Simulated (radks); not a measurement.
# Dipole-allowed lines with 46 electrons: Tm²³⁺, Yb²⁴⁺

The task here is to estimate one member of a computed series from the others.

Program: radks (a radial shooting solver on a logarithmic mesh, Libxc functionals) version 1. Level of theory: scalar-relativistic Kohn-Sham, LDA (Slater exchange, Perdew-Wang correlation), spin-unpolarised, spherical densities, finite nucleus. These are calculated values, not measurements, unless marked.

1 further run of the same task is left out (set aside as unsound or not needed).

## The atom as given

```
species : Tm²³⁺ ([Kr] 4d10), Yb²⁴⁺ ([Kr] 4d10)
```

Set-up of the first run:

Settings of this run:

```text
Z 69
configuration [Kr] 4d10 5s0 5p0 4f0 5d0
relativity scalar-relativistic
functional lda,pw
spin unpolarised
nucleus finite rms 5.2256 fm
c 137.035999084
response adiabatic LDA kernel, real frequencies
```

On the command line:

```
> python run_ks.py task.json out
```

This one command runs every case of the session in turn.

Steps of the session up to this table: Tm²³⁺, [Kr] 4d10.

One of the session's tables, all rows but one given; the rest of the session is left out.

It belongs to the step «Tm²³⁺, [Kr] 4d10». Radial moments (bohr):

```
level     <r>  outermost maximum (interpolated)  90 % within  nodes
   3d  0.1994                             0.163        0.310      0
   4s       ?                                 ?            ?      ?
   4p  0.4934                             0.470        0.709      2
   4d  0.5070                             0.473        0.744      1
   4f  0.4991                             0.418        0.758      0
   5s  0.8826                             0.881         1.23      4
   5p  0.9284                             0.929         1.30      3
   5d  0.9866                             0.988         1.39      2
```

**Question.** Estimate the row for 4s.

As computed: <r>: 0.4739; outermost maximum (interpolated): 0.453; 90 % within: 0.675; nodes: 3. In the column «<r>» it lies between 3d (0.1994) and 4p (0.4934).
